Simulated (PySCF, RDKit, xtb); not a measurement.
# Which structure has the formula B2O3?

Given the formula B2O3 and nothing else, which arrangement of the atoms is the most stable in the gas at 298.15 K, and what are its properties?

The funnel: GFN2-xTB relaxations, single points with a density functional, relaxations at PBE0-D3(BJ)/def2-SVP, harmonic vibrations, and a last energy at a higher level. All values are calculated.

2 further runs of the same task are left out: 2 that didn't finish.

### Step 1. Drawing up candidates

A program enumerates the bonding patterns with one Lewis structure each (two rings at most, one unusual centre or charged pair), with their diastereomers. O–O, O–halogen and N–halogen bonds and N–N–N chains are not drawn. That gives 3 candidates.

| label | SMILES | spin |
| --- | --- | --- |
| c181 | O=BOB=O | singlet |
| c572 | O=[B-]1OB=[O+]1 | singlet |
| c664 | O1B2OB1O2 | singlet |

Candidates are built by distance geometry, with a force field where one applies, in up to four conformers (letters a to d). 5 starts with atoms placed at random are added, to find patterns that the rules miss.

**Question.** With final energies at PBE0-D3(BJ)/def2-SVP, which structure will this search put lowest in free energy, and by what margin?

| quantity | value |
| --- | --- |
| lowest structure found | O=BOB=O, singlet, D∞h |
| next finalist | [B][O][B]([O])[O] ‡, triplet, 138.0 kcal/mol higher in G |
| share at equilibrium, among the finalists | 100.0 % |
| harmonic wavenumbers, lowest and highest (PBE0-D3(BJ)/def2-SVP) | 9i and 2226 cm⁻¹ |
| rotational constants, same geometry | 0.07034 cm⁻¹ |
| lowest excitation (TD-B3LYP/def2-SVPD) | 7.30 eV (f = 0.035) |
| lowest triplet excitation, same level, Tamm-Dancoff | 7.05 eV |

The search ends on `O=BOB=O`. The margin of 138.0 kcal/mol over the next finalist is beyond the usual error of the last level; it says nothing of structures that weren't ranked. Lowest found is not proven lowest: the search is finite, and each finalist counts with one conformer. The lowest isomer need not be the one that is made and kept in a bottle, which depends on barriers.

‡ marks the bonded skeleton alone, with all bonds drawn single: no Lewis structure was assigned that passes a check against the bond lengths.
